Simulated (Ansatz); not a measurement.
This script for the Python package of Ansatz (0.2.0) starts 3 runs on C₂H₇NSi, SMILES N=CC[SiH3]. What input does the engine get in each?

The script, `c2h7nsi_methods.py`:
```python
"""C2H7NSi at several levels of theory."""

import logging
import sys

import ansatz as az

logging.basicConfig(stream=sys.stdout, format="%(name)s: %(message)s")
log = logging.getLogger("run")
log.setLevel(logging.INFO)

geometry = (
    az.Crystal.molecule()
    .atom("N", (-1.7114, 1.3929, 0.6153))
    .atom("C", (-0.5793, 0.9467, 0.7653))
    .atom("C", (-0.2438, -0.4573, 0.3846))
    .atom("Si", (1.2005, -0.5586, -0.8859))
    .atom("H", (-2.397, 0.7404, 0.1768))
    .atom("H", (0.2086, 1.6025, 1.2097))
    .atom("H", (0.1548, -0.9467, 1.3216))
    .atom("H", (-1.065, -0.9748, 0.0482))
    .atom("H", (1.4835, -1.9742, -1.0822))
    .atom("H", (0.6824, 0.0298, -2.1419))
    .atom("H", (2.332, 0.1424, -0.3909))
)

base = geometry.calculation().basis(gaussian="cc-pVDZ").scf(lower_state_search="standard")

methods = ["mp2", "ccsd", "ccsd_t"]
reports = [base.correlation(m).run().report for m in methods]
log.info(f"Hartree-Fock reference {reports[0]['reference_energy_ev'] / 27.211386246:.6f} Ha")
best = reports[-1]["free_energy_ev"] - reports[-1]["reference_energy_ev"]
for method, each in zip(methods, reports):
    gained = each["free_energy_ev"] - each["reference_energy_ev"]
    log.info(f"{method:8s} total {each['free_energy_ev'] / 27.211386246:.6f} Ha  correlation {gained:9.4f} eV  ({100 * gained / best:.1f} % of the last)")
```

Run 1:
```yaml
crystal:
  periodic: [false, false, false]
  atoms:
    - { symbol: "N", position_ang: [-1.7114, 1.3929, 0.6153] }
    - { symbol: C, position_ang: [-0.5793, 0.9467, 0.7653] }
    - { symbol: C, position_ang: [-0.2438, -0.4573, 0.3846] }
    - { symbol: Si, position_ang: [1.2005, -0.5586, -0.8859] }
    - { symbol: H, position_ang: [-2.397, 0.7404, 0.1768] }
    - { symbol: H, position_ang: [0.2086, 1.6025, 1.2097] }
    - { symbol: H, position_ang: [0.1548, -0.9467, 1.3216] }
    - { symbol: H, position_ang: [-1.065, -0.9748, 0.0482] }
    - { symbol: H, position_ang: [1.4835, -1.9742, -1.0822] }
    - { symbol: H, position_ang: [0.6824, 0.0298, -2.1419] }
    - { symbol: H, position_ang: [2.332, 0.1424, -0.3909] }
basis:
  gaussian:
    orbitals: cc-pVDZ
correlation:
  method: mp2
scf:
  lower_state_search: standard
```

Run 2, against run 1:
```diff
-  method: mp2
+  method: ccsd
```

Run 3, against run 1:
```diff
-  method: mp2
+  method: ccsd_t
```

`python c2h7nsi_methods.py` gives:
```text
run: Hartree-Fock reference -423.163468 Ha
run: mp2      total -423.704000 Ha  correlation  -14.7086 eV  (88.1 % of the last)
run: ccsd     total -423.758119 Ha  correlation  -16.1813 eV  (97.0 % of the last)
run: ccsd_t   total -423.776718 Ha  correlation  -16.6874 eV  (100.0 % of the last)
```

Reading the output:
- These settings explore the input space; basis and method may be short of convergence.
- The geometry is a force-field or estimated start, not a minimum of this method, and the basis set is short of its limit. A lower total doesn't mark the better method: functionals have no common bound, and MP2 and coupled cluster aren't variational.
- Inner cores stay frozen, so this is valence correlation.
- For Al to Cl the sets with a tight d function, cc-pV(X+d)Z, are usual.
- Run time: 17 s on 1 thread of Arm Neoverse V1 (shared host), peak memory 0.41 GiB.

(Lines on the test bed's own set-up are left out of the output.)
